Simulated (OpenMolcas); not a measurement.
# CCSD/def2-SV(P) (core potential) run of MoO3 (molybdenum trioxide)

Aim: the vertical singlet–triplet gap of MoO3 (molybdenum trioxide) at CCSD/def2-SV(P) (core potential), from 2 runs. 

The calculation is run with OpenMolcas 26.06.

2 further runs of the same task are left out: 1 for a known fault of the program, 1 set aside as unsound or not needed.

### 1 The structure to begin with

The species is MoO3 (4 atoms), meant as a singlet with charge 0. SMILES: `[O]=[Mo](=[O])=[O]`. The coordinates come from a PBE0-D4/def2-TZVP relaxation.

Bond lengths: O1–Mo2 1.692 Å, Mo2–O3 1.692 Å, Mo2–O4 1.692 Å. Angles: O1–Mo2–O3 110.3°, O1–Mo2–O4 110.3°, O3–Mo2–O4 110.3°.

### 2 The energy at CCSD/def2-SV(P) (core potential)

job.inp reads:

```
* MoO3 CCSD
&GATEWAY
BasLib
$CurrDir
BasisSet
O.def2-SVP....
O1 -0.968000 -0.149800 1.262500 angstrom
O3 1.507000 -0.607600 0.088800 angstrom
O4 -0.345200 1.033600 -1.171400 angstrom
End of Basis
BasisSet
Mo.def2-SVP....
Mo2 -0.138100 -0.336500 -0.200300 angstrom
End of Basis
&SEWARD
&SCF
PrOrbitals
1 1
&RASSCF
FileOrb
$Project.ScfOrb
Spin
1
Nactel
0 0 0
Inactive
19
Ras2
0
OutOrbitals
Canonical
OrbListing
Nothing
&MOTRA
JobIph
Frozen
3
&CCSDT
CCSD
Iterations
50
Extrapolation
5 4
```

The basis set def2-SV(P) is read from a file made from the Basis Set Exchange's data (not shown).

Run with:

```
$ export MOLCAS_MEM=1860
$ pymolcas job.inp > job.log
```

The program printed:

```text
--- Start Module: gateway ---
[...]
--- Stop Module: gateway /rc=_RC_ALL_IS_WELL_ ---
[...]
      Basis functions           66
[...]
       Convergence after  16 Iterations
[...]
::    Total SCF energy                               -291.7932495663
[...]
      Total spin, S                                     0.0000000000
[...]
      Number of active orbitals                  0
[...]
      Spin quantum number                      0.0
[...]
      Active orbitals                            0
[...]
      Number of CSFs                             1
[...]
      Number of root(s) required                 1
[...]
      Convergence after  4 iterations
[...]
      Natural orbitals and occupation numbers for root  1
      ************************************************************************************************************************
      *                                                    Final results                                                     *
      ************************************************************************************************************************
[...]
::    RASSCF root number  1 Total energy:   -291.79324957
[...]
      Total electronic charge=   38.000000
      Total            charge=   -0.000000
[...]
      Dipole Moment (debye):
      Origin of the operator (angstrom)=   -0.0714   -0.1955   -0.1147
                   X= -2.1908E+00               Y= -4.6313E+00               Z= -2.8130E+00           Total=  5.8447E+00
      Quadrupole Moment (debye*angstrom):
[...]
--- Start Module: motra ---
[...]
      *** WARNING: Default frozen orbitals is overwritten by user input.
      *** Default values:   3
[...]
--- Stop Module: motra /rc=_RC_ALL_IS_WELL_ ---
--- Start Module: ccsdt ---
[...]
      Convergence after                    24  Iterations
      Total energy (diff) :    -292.65314111       0.00000003
[...]
--- Stop Module: ccsdt /rc=_RC_ALL_IS_WELL_ ---
[...]
```

Run time: 41 s. Hardware: 1 thread of Arm Neoverse V2, shared host; peak memory 0.4 GiB.

### 3 The triplet, same level

job.input reads:

```
&gateway
baslib = $CurrDir
basisset
O.def2-SVP....
O1 -0.968000 -0.149800 1.262500 angstrom
O3 1.507000 -0.607600 0.088800 angstrom
O4 -0.345200 1.033600 -1.171400 angstrom
End of Basis
basisset
Mo.def2-SVP....
Mo2 -0.138100 -0.336500 -0.200300 angstrom
End of Basis
&seward
&scf
uhf
spin = 3
prorbitals = 1 1
&rasscf
fileorb = $Project.UnaOrb
spin = 3
nactel = 2 0 0
inactive = 18
ras2 = 2
outorbitals = Canonical
orblisting = Nothing
&motra
jobiph
frozen = 3
&ccsdt
ccsd
iterations = 50
extrapolation = 5 4
```

The basis set def2-SV(P) is read from a file made from the Basis Set Exchange's data (not shown).

Run with:

```
$ export MOLCAS_MEM=1860
$ pymolcas job.input > job.log
```

The program printed:

```text
--- Start Module: gateway ---
[...]
--- Stop Module: gateway /rc=_RC_ALL_IS_WELL_ ---
[...]
      Basis functions           66
[...]
       Convergence after  27 Iterations
[...]
::    Total SCF energy                               -291.7684990063
[...]
      Total spin, S                                     1.1597670366
[...]
      Number of active orbitals                  2
[...]
      Spin quantum number                      1.0
[...]
      Active orbitals                            2
[...]
      Number of CSFs                             1
[...]
      Number of root(s) required                 1
[...]
      Convergence after 48 iterations
[...]
      printout of CI-coefficients larger than  0.05 for root  1
      energy=    -291.767701
      conf/sym  11     Coeff  Weight
             1  uu   1.00000 1.00000
      Natural orbitals and occupation numbers for root  1
      sym 1:   1.000000   1.000000
      ************************************************************************************************************************
      *                                                    Final results                                                     *
[...]
::    RASSCF root number  1 Total energy:   -291.76770115
[...]
      Total electronic charge=   38.000000
      Total            charge=   -0.000000
[...]
      Dipole Moment (debye):
      Origin of the operator (angstrom)=   -0.0714   -0.1955   -0.1147
                   X= -1.9056E+00               Y= -1.2994E+00               Z= -3.5108E+00           Total=  4.2006E+00
      Quadrupole Moment (debye*angstrom):
[...]
--- Start Module: motra ---
[...]
      *** WARNING: Default frozen orbitals is overwritten by user input.
      *** Default values:   3
[...]
--- Stop Module: motra /rc=_RC_ALL_IS_WELL_ ---
--- Start Module: ccsdt ---
[...]
      Convergence after                    36  Iterations
      Total energy (diff) :    -292.58038241      -0.00000004
[...]
--- Stop Module: ccsdt /rc=_RC_ALL_IS_WELL_ ---
[...]
```

Run time: 64 s. Hardware: 1 thread of Arm Neoverse V2, shared host; peak memory 0.4 GiB.

### 4 Summary of results

Level: CCSD/def2-SV(P) (core potential), 3 core orbitals frozen.

```
                                            quantity          value
                               singlet: total energy  -292.65314 Eh
         singlet: dipole moment (mean-field density)         5.84 D
        singlet: HOMO energy (Hartree–Fock orbitals)      -13.16 eV
        singlet: LUMO energy (Hartree–Fock orbitals)       -2.25 eV
      singlet: HOMO–LUMO gap (Hartree–Fock orbitals)       10.91 eV
singlet: correlation energy (3 core orbitals frozen)     -859.9 mEh
                               triplet: total energy  -292.58038 Eh
    vertical energy of the triplet above the singlet       1.980 eV
```

What this shows: At this shape the triplet lies 1.98 eV (191 kJ/mol) above the singlet. Mulliken charges (singlet) of the mean-field density run from -0.63 on O1 to +1.89 on Mo2; they depend strongly on the basis.
